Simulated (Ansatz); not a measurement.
# SiGe: a single-point run

Aim: a sound single-point run of SiGe. The structure is shown as the input types it. The cell is built on a prototype (ordering on diamond) and needn't be the phase found in nature.

Method: density functional or hybrid calculation with the settings of its input, plane waves (as first typed), in Ansatz 0.2.0.

3 further runs of the same task are left out: 2 for a known fault of the program, 1 that didn't finish.

## Step 1: The system as given

Symmetry: R-3m, No. 166, trigonal system. The conventional cell has a = 3.925 Å, b = 3.925 Å, c = 19.232 Å, α = 90.00°, β = 90.00°, γ = 120.00°. Around Si (site symmetry 3m) lie 3 Si at 2.39 Å and 1 Ge at 2.40 Å. Ge (site symmetry 3m) has 1 Si at 2.40 Å and 3 Ge at 2.42 Å as nearest neighbours.

Coordinates:

```xyz
4
Lattice="1.9627 1.1332 6.4106 -1.9627 1.1332 6.4106 0.0000 -2.2664 6.4106" Properties=species:S:1:pos:R:3 pbc="T T T"
Si    0.0000    0.0000    3.5794
Ge    0.0000    0.0000   13.2503
Si    0.0000    0.0000   15.6524
Ge    0.0000    0.0000    5.9815
```

## Step 2: Input and run

Contents of input.yaml:

```yaml
crystal:
  lattice:
    - [1.962718494, 1.1331760508, 6.4105976087]
    - [-1.962718494, 1.1331760508, 6.4105976087]
    - [0.0, -2.2663521017, 6.4105976087]
  atoms:
    - { symbol: Si, position: [0.1861189419, 0.1861189419, 0.1861189419] }
    - { symbol: Ge, position: [0.6889769731, 0.6889769731, 0.6889769731] }
    - { symbol: Si, position: [0.8138810581, 0.8138810581, 0.8138810581] }
    - { symbol: Ge, position: [0.3110230269, 0.3110230269, 0.3110230269] }
kpoints:
  mp_grid: { grid: [2, 4, 6] }
hamiltonian:
  xc: pbesol
scf:
  occupations: { method: fixed }
  n_extra_bands: 5
output:
  forces: true
  stress: true
  eigenvalues: true
```

Launch:

```bash
ansatz run input.yaml --threads 4 --pin off --max-ram 3686MiB --backend cpu --events-out ev --progress --plain --runs-dir out
```

What happens when this is run?

The program finished normally, with warnings (symmetry narrowed by mesh). Its log warns: «crystal.symmetry: narrowed to the stabiliser of the k-point mesh — unitary ops 12 → 2; excluded 10 operations that carry a point of the 2×4×6 mesh (shift [0, 0 ...»

The suspect setting: kpoints.mp_grid.grid is [2, 4, 6]. The mesh has lower symmetry than the crystal, so equivalent directions are sampled differently.

To check: set kpoints.mp_grid.grid to [6, 6, 6].
